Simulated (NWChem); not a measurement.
# M08-SO/6-311+G(d,p)/LANL2DZ (core potential) run of BH3Br− (SMILES [H][B-]([H])([H])Br)

What is the vertical electron affinity of BH3Br− at M08-SO/6-311+G**/LANL2DZ (core potential)? 

Program for the calculation: NWChem 7.3.0.

1 further run of the same task is left out (it didn't finish).

**1. The structure to begin with**

The species is BH3Br− (5 atoms), meant as a singlet with charge -1. As SMILES, `[H][B-]([H])([H])Br`. The shape is that of a GFN2-xTB optimisation.

Bond lengths: B1–Br2 2.028 Å, B1–H3 1.211 Å, B1–H4 1.212 Å, B1–H5 1.211 Å. Angles: Br2–B1–H3 107.5°, Br2–B1–H4 107.6°, Br2–B1–H5 107.8°, H3–B1–H4 111.2°, H3–B1–H5 111.1°, H4–B1–H5 111.3°.

**2. The energy at M08-SO/6-311+G(d,p)/LANL2DZ (core potential)**

bbrh3.nw

```
START bbrh3
memory stack 880 mb heap 220 mb global 1100 mb
charge -1

GEOMETRY units angstrom noautoz
B       -0.002450       0.001710      -0.185070
Br       0.015160      -0.019850       1.842860
H        1.149500       0.010510      -0.559790
H       -0.585750       1.003800      -0.536400
H       -0.576460      -0.996180      -0.561610
END

BASIS spherical bse
B library 6-311+G**
Br library LANL2DZ
H library 6-311+G**
END

ECP bse
Br library LANL2DZ
END

DFT
xc m08-so
mult 1
grid medium
direct
maxiter 150
mulliken
noprint "final vectors analysis"
END

TASK dft energy
```

On the command line:

```console
$ nwchem bbrh3.nw > bbrh3.out
```

The program printed (excerpt; [...] marks lines left out):

```text
[...]
          Wavefunction type:  closed shell.
          No. of atoms     :     5
          No. of electrons :    16
[...]
          Charge           :    -1
          Spin multiplicity:     1
[...]
          AO basis - number of functions:    48
[...]
              XC Information
              --------------
                       M08-SO Method XC Functional
                     Hartree-Fock (Exact) Exchange  0.568
                        M08-SO gradient correction  1.000
                      M08-SO Correlation Potential  1.000
[...]
 d= 0,ls=0.0,diis     1    -39.8135560048 -6.05D+01  1.20D-02  3.48D-01     0.4
[...]
 d= 0,ls=0.0,diis     7    -39.8645863747 -1.58D-08  1.75D-06  1.26D-09     1.8
         Total DFT energy =      -39.864586374730
      One electron energy =     -100.781875191891
           Coulomb energy =       48.188945199920
    Exchange-Corr. energy =       -7.929323262421
 Nuclear repulsion energy =       20.657666879662
[...]
      Total Density - Mulliken Population Analysis
     ---------------------------------------------
    Atom       Charge   Shell Charges
 -----------   ------   -------------------------------------------------------
    1 B    5     5.30   1.13  0.85  0.47  0.60  1.11  0.35  0.60  0.03  0.08  0.07
    2 Br   7     7.33   0.47  1.44  2.69  2.74
    3 H    1     1.12   0.26  0.53  0.32  0.01
    4 H    1     1.12   0.26  0.53  0.32  0.01
    5 H    1     1.12   0.26  0.53  0.32  0.01
[...]
```

Run time: 2.4 s. Hardware: 1 thread of INTEL XEON PLATINUM 8581C at 2.30GHz (Emerald Rapids), shared host; peak memory 0.11 GiB.

**3. Doublet [BH3Br]2−, same level**

mol.xyz

```xyz
5
BBrH3
B     -0.002450     0.001710    -0.185070
Br     0.015160    -0.019850     1.842860
H      1.149500     0.010510    -0.559790
H     -0.585750     1.003800    -0.536400
H     -0.576460    -0.996180    -0.561610
```

run.py

```python
from ase.io import read
from ase.calculators.nwchem import NWChem

mol = read('mol.xyz')

calc = NWChem(
    label='mol',
    theory='dft',
    memory='2200 mb',
    basis={'B': '6-311+G**', 'Br': 'LANL2DZ', 'H': '6-311+G**'},
    basispar='spherical bse',
    charge=-2,
    dft={'xc': 'm08-so', 'mult': '2', 'grid': 'medium', 'direct': None, 'iterations': '150', 'mulliken': None},
    task='energy',
    **{'ecp bse': {'Br library': 'LANL2DZ'}},
)
mol.calc = calc

print("Total energy (eV):", round(mol.get_potential_energy(), 6))
```

On the command line:

```console
$ export ASE_NWCHEM_COMMAND="nwchem PREFIX.nwi > PREFIX.nwo"
$ python run.py
```

The program printed:

```text
Total energy (eV): -1079.733086
```

The calculator wrote mol.nwi:

```
title "mol"

permanent_dir mol

scratch_dir mol

start mol

geometry units angstrom nocenter noautosym noautoz
  B  -2.4499999999999999e-03 1.7099999999999999e-03 -1.8507000000000001e-01
  Br 1.5160000000000000e-02 -1.9850000000000000e-02 1.8428599999999999e+00
  H  1.1495000000000000e+00 1.0510000000000000e-02 -5.5979000000000001e-01
  H  -5.8574999999999999e-01 1.0038000000000000e+00 -5.3639999999999999e-01
  H  -5.7645999999999997e-01 -9.9617999999999995e-01 -5.6161000000000005e-01
end

charge -2

memory 2200 mb

basis spherical bse noprint
   B library 6-311+G**
  Br library LANL2DZ
   H library 6-311+G**
end

dft
  xc m08-so
  mult 2
  grid medium
  direct
  iterations 150
  mulliken
end
ecp bse
  Br library LANL2DZ
end

task dft energy
```

mol.nwo (excerpt; [...] marks lines left out):

```text
[...]
          Wavefunction type:  spin polarized.
          No. of atoms     :     5
          No. of electrons :    17
[...]
          Charge           :    -2
          Spin multiplicity:     2
[...]
          AO basis - number of functions:    48
[...]
              XC Information
              --------------
                       M08-SO Method XC Functional
                     Hartree-Fock (Exact) Exchange  0.568
                        M08-SO gradient correction  1.000
                      M08-SO Correlation Potential  1.000
[...]
 d= 0,ls=0.0,diis     1    -39.4619551619 -6.01D+01  4.67D-02  3.09D-01     0.5
[...]
 d= 0,ls=0.0,diis    12    -39.6794593604 -9.54D-10  7.23D-06  3.45D-11     5.0
[...]
         Total DFT energy =      -39.679459360362
      One electron energy =     -102.720293061574
           Coulomb energy =       50.425839544693
    Exchange-Corr. energy =       -8.042672723143
 Nuclear repulsion energy =       20.657666879662
[...]
      Total Density - Mulliken Population Analysis
     ---------------------------------------------
    Atom       Charge   Shell Charges
 -----------   ------   -------------------------------------------------------
    1 B    5     6.57   1.13  0.85  0.47  0.62  1.09  0.33  0.54  0.81  0.66  0.07
    2 Br   7     7.40   0.47  1.43  2.68  2.83
    3 H    1     1.01   0.27  0.50  0.22  0.01
    4 H    1     1.01   0.27  0.50  0.23  0.01
    5 H    1     1.01   0.27  0.50  0.22  0.01
[...]
      <S2> =      0.7505 (Exact =     0.7500)
[...]
```

Wall time 6 s (1 thread of INTEL XEON PLATINUM 8581C at 2.30GHz (Emerald Rapids), shared host); peak memory 0.11 GiB.

**4. Outcome**

At M08-SO/6-311+G**/LANL2DZ (core potential):

| quantity | value |
| --- | --- |
| singlet BH3Br−: total energy | -39.86459 Eh |
| doublet [BH3Br]2−: total energy | -39.67946 Eh |
| doublet [BH3Br]2−: HOMO energy (highest over α and β) | 5.88 eV |
| doublet [BH3Br]2−: LUMO energy (lowest over α and β) | 7.05 eV |
| doublet [BH3Br]2−: ⟨S²⟩ | 0.750 |
| vertical electron affinity (to the doublet dianion) | -5.038 eV |

What this shows: The dianion lies 5.04 eV (116 kcal/mol) above the anion: the electron isn't bound at this level, and such a value depends on the basis. The HOMO (doublet [BH3Br]2−) lies at positive energy, 5.88 eV; only total energies tell whether the electron is bound.
